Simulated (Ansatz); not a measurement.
# C₃H₄AlI: a ladder of functionals and wavefunction methods

One table from this session's results is given with a row withheld; the runs are named, their logs left out.

Method: functionals in def2-TZVPP, the program's frozen cores in correlated methods; program: Ansatz 0.2.0, Gaussian basis.

Plan: LDA (SPW92), PBE-D4, revPBE-D4, BLYP-D4, r2SCAN-D4, B97M-V, PBE0-D4, B3LYP-D4, r2SCANh-D4, r2SCAN0-D4, HSE06-D4, BHLYP-D4, CAM-B3LYP-D4, LC-ωPBE, ωB97X-V, ωB97M-V, B2PLYP, PBE-QIDH; CCSD(T)/def2-SVP; CCSD(T)/def2-TZVPP; MP2/def2-QZVPP; extrapolation to the limit; RPA on PBE.

1 further run of the same task is left out (for a known fault of the program). Runs told in other sessions of the task aren't counted.

**Structure used throughout**

All runs share one geometry, relaxed beforehand with PBE0-D4 in a triple-zeta def2 set. I takes the def2 core potential; no spin-orbit term is included.

SMILES `IC1=[CH][AlH][CH2]1`, 9 atoms, charge 0, spin multiplicity 1.

Atoms are counted from 1 here; the program's logs count them from 0.

Bond lengths: I1–C2 2.128 Å, C2–C3 1.343 Å, C2–C5 1.506 Å, C3–Al4 1.916 Å, C3–H6 1.081 Å, Al4–C5 1.972 Å, Al4–H7 1.583 Å, C5–H8 1.092 Å, C5–H9 1.092 Å. Angles: I1–C2–C3 123.4°, I1–C2–C5 119.0°, C3–C2–C5 117.6°, C2–C3–Al4 85.4°, C2–C3–H6 124.4°, Al4–C3–H6 150.2°, C3–Al4–C5 77.7°, C3–Al4–H7 140.8°, C5–Al4–H7 141.5°, C2–C5–Al4 79.3°, C2–C5–H8 112.8°, C2–C5–H9 112.8°, Al4–C5–H8 120.4°, Al4–C5–H9 120.4°, H8–C5–H9 108.0°.

Set-up of the first run:

Contents of in.yaml:

```yaml
crystal:
  periodic: [false, false, false]
  atoms:
    - {symbol: I, position_ang: [0.697020, -2.508184, 1.269545]}
    - {symbol: C, position_ang: [0.347526, -0.653371, 0.285721]}
    - {symbol: C, position_ang: [1.304827, 0.034141, -0.358342]}
    - {symbol: Al, position_ang: [-0.077981, 1.304690, -0.736309]}
    - {symbol: C, position_ang: [-1.040017, -0.067534, 0.303628]}
    - {symbol: H, position_ang: [2.334761, -0.283839, -0.439236]}
    - {symbol: H, position_ang: [-0.305718, 2.686555, -1.474489]}
    - {symbol: H, position_ang: [-1.777679, -0.710814, -0.180443]}
    - {symbol: H, position_ang: [-1.394138, 0.152056, 1.312925]}
basis:
  gaussian: {orbitals: def2-TZVPP}
hamiltonian: {xc: lda}
output: {orbitals: {seedname: orbitals}}
```

On the command line:

```bash
> ansatz run in.yaml --threads 4 --pin off --events-out ev --progress --plain --max-ram 10444MiB
```

Among the steps run: LDA; PBE-D4 (GGA); revPBE-D4 (GGA); BLYP-D4 (GGA); r2SCAN-D4 (meta-GGA); B97M-V (meta-GGA); B3LYP-D4 (hybrid); r2SCANh-D4 (hybrid); r2SCAN0-D4 (hybrid); HSE06-D4 (hybrid); BHLYP-D4 (hybrid); CAM-B3LYP-D4 (range-separated); LC-ωPBE (range-separated); ωB97X-V (range-separated); ωB97M-V (range-separated); B2PLYP (double hybrid); PBE-QIDH (double hybrid).

One of the session's tables, all rows but one given; the rest of the session is left out.

It belongs to the step «Frontier levels by functional». 

| functional | HOMO (eV) | LUMO (eV) | gap (eV) |
| --- | --- | --- | --- |
| LDA (SPW92) | -6.08 | -2.61 | 3.48 |
| PBE-D4 | -5.92 | -2.37 | 3.55 |
| revPBE-D4 | -5.86 | -2.27 | 3.59 |
| BLYP-D4 | -5.74 | -2.24 | 3.51 |
| r2SCAN-D4 | -6.17 | -2.12 | 4.05 |
| B97M-V | -6.20 | -2.20 | 4.00 |
| PBE0-D4 | -7.03 | -1.58 | 5.45 |
| B3LYP-D4 | -6.80 | -1.77 | 5.02 |
| r2SCANh-D4 | ? | ? | ? |
| r2SCAN0-D4 | -7.18 | -1.43 | 5.75 |
| HSE06-D4 | -6.65 | -1.95 | 4.70 |
| BHLYP-D4 | -7.89 | -0.76 | 7.13 |
| CAM-B3LYP-D4 | -8.23 | -0.62 | 7.61 |
| LC-ωPBE | -9.56 | 0.45 | 10.01 |
| ωB97X-V | -9.22 | 0.34 | 9.55 |
| ωB97M-V | -9.11 | 0.08 | 9.19 |

Q: Estimate the row for r2SCANh-D4 from the others.

Worked estimate for «HOMO (eV)». Against the share of exact exchange, r2SCAN-D4 (0, -6.17), r2SCAN0-D4 (0.25, -7.18) give a slope of -4.04 per unit share; at 0.1 the line stands at -6.57.

The run gave: HOMO (eV): -6.58; LUMO (eV): -1.84; gap (eV): 4.74. In «HOMO (eV)» the line misses by +0.01.
